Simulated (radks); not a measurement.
# Sn⁺ in [Kr] 4d10 5p1 4f2: an all-electron calculation

What are the levels of the tin ion Sn+, how large are its shells, and how does its energy divide?

Method: Dirac Kohn-Sham, PBEsol, spin-unpolarised, spherical densities, finite nucleus; open shells are shared between the two j in proportion to 2j + 1. Code: radks (a radial shooting solver on a logarithmic mesh, Libxc functionals) version 1.

### 1 What is computed

| Quantity | Value |
| --- | --- |
| element | tin (Z = 50) |
| charge | +1 |
| electrons | 49 |
| configuration | [Kr] 4d10 5p1 4f2 |
| nuclear rms radius | 4.6519 fm |

Outer shells as boxes (Hund's rule):

Sn⁺
```
[Kr] core
4d [↑↓][↑↓][↑↓][↑↓][↑↓]
5p [↑ ][  ][  ]
4f [↑ ][↑ ][  ][  ][  ][  ][  ]
```

### 2 Self-consistent calculation

The run's settings:

```text
Z 50
configuration [Kr] 4d10 5p1 4f2 5s0 5d0 6p0 5f0
relativity Dirac
functional pbe_sol,pbe_sol
spin unpolarised
j_filling average
nucleus finite rms 4.6519 fm
c 137.035999084
```

Q: Predict the outcome of this run.

**Answer**, as computed:

| quantity | value |
| --- | --- |
| total energy | -6174.32344 hartree |
| exchange-correlation share of it | 2.62 % |
| −T/E | 1.0528 |
| highest occupied level | 4f7/2, -3.142 eV |
| most extended occupied level | 4f7/2, <r> = 6.06 bohr |
| radius at density 0.001 e/bohr³ | 5.34 bohr |
| maxima of the radial density | 4 |

5 principal shells are occupied and 4 maxima appear in the radial density; where shells overlap, one shows as a shoulder or not at all. −T/E is 1.053: with relativity the kinetic term as defined here no longer equals −E. This is not the tabulated ground configuration, so its levels and sizes aren't those of the ground state, and no measured value stands beside it.
